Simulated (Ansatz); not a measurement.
# LiH: a single-point run

Aim: a sound single-point run of LiH. The structure is shown as the input types it.

Program: Ansatz 0.2.0. Level of theory: Kohn-Sham DFT, with the functional, basis and potentials that each input names. These are calculated values, not measurements.

## (1) The system as given

Symmetry: Fm-3m, No. 225, cubic system. The conventional cell has a = 4.005 Å, b = 4.005 Å, c = 4.005 Å, α = 90.00°, β = 90.00°, γ = 90.00°. Li (site symmetry m-3m) is surrounded by 6 H at 2.00 Å. H (site symmetry m-3m) is surrounded by 6 Li at 2.00 Å.

Structure file:

```cif
data_structure
_symmetry_space_group_name_H-M 'Fm-3m'
_symmetry_Int_Tables_number 225
_cell_length_a 4.0047
_cell_length_b 4.0047
_cell_length_c 4.0047
_cell_angle_alpha 90.000
_cell_angle_beta 90.000
_cell_angle_gamma 90.000
_cell_volume 64.22
loop_
_atom_site_label
_atom_site_type_symbol
_atom_site_symmetry_multiplicity
_atom_site_Wyckoff_symbol
_atom_site_fract_x
_atom_site_fract_y
_atom_site_fract_z
_atom_site_occupancy
Li1 Li 4 a 0.00000 0.00000 0.00000 1
H1 H 4 b 0.50000 0.00000 0.00000 1
```

## (2) Input and run

input.yaml

```yaml
crystal:
  lattice:
    - [0.0, 2.00232727617, 2.00232727617]
    - [2.00232727617, 0.0, 2.00232727617]
    - [2.00232727617, 2.00232727617, 0.0]
  atoms:
    - { symbol: Li, position: [0.0, 0.0, 0.0] }
    - { symbol: H, position: [0.5, 0.5, 0.5] }
kpoints:
  mp_grid: { grid: [10, 10, 10] }
scf:
  occupations: { method: fixed }
  max_iter: 60
hamiltonian:
  xc: scan0x
  pseudopotentials: { kind: paw }
output:
  forces: true
  stress: true
  eigenvalues: true
  eigenstates:
    nscf_kmesh: { grid: [16, 16, 16] }
    de_dk: true
    e_range: [-9, 13.62937586688]
  optics:
    e_range: [0, 30]
    de: 0.2
    sigma: 0.25
    bands: { spectra_wanted_up_to: 30 }
    nscf_kmesh: { grid: [16, 16, 16] }
checkpoint:
  write: ck
  write_wavefunctions: false
```

Started as:

```sh
ansatz run input.yaml --threads 1 --pin off --max-ram 3072MiB --backend cpu --events-out ev --progress --plain --runs-dir out
```

**Question.** How will this run end, and is anything wrong with its input?

The run ended at the input check. The line that matters: «line 15 column 7: hamiltonian.xc: unknown variant `scan0x`, expected one of `lda`, `lda-pw`, `pw92`, `pbe`, `pbesol`, `rpbe`, `revpbe`, `blyp`, ...»

Look at the input: hamiltonian.xc is scan0x. The method's name matches nothing in the program's list.

Fix: set hamiltonian.xc to r2scan. Any name on the list would pass the check; a listed functional of a like name need not be the same functional.
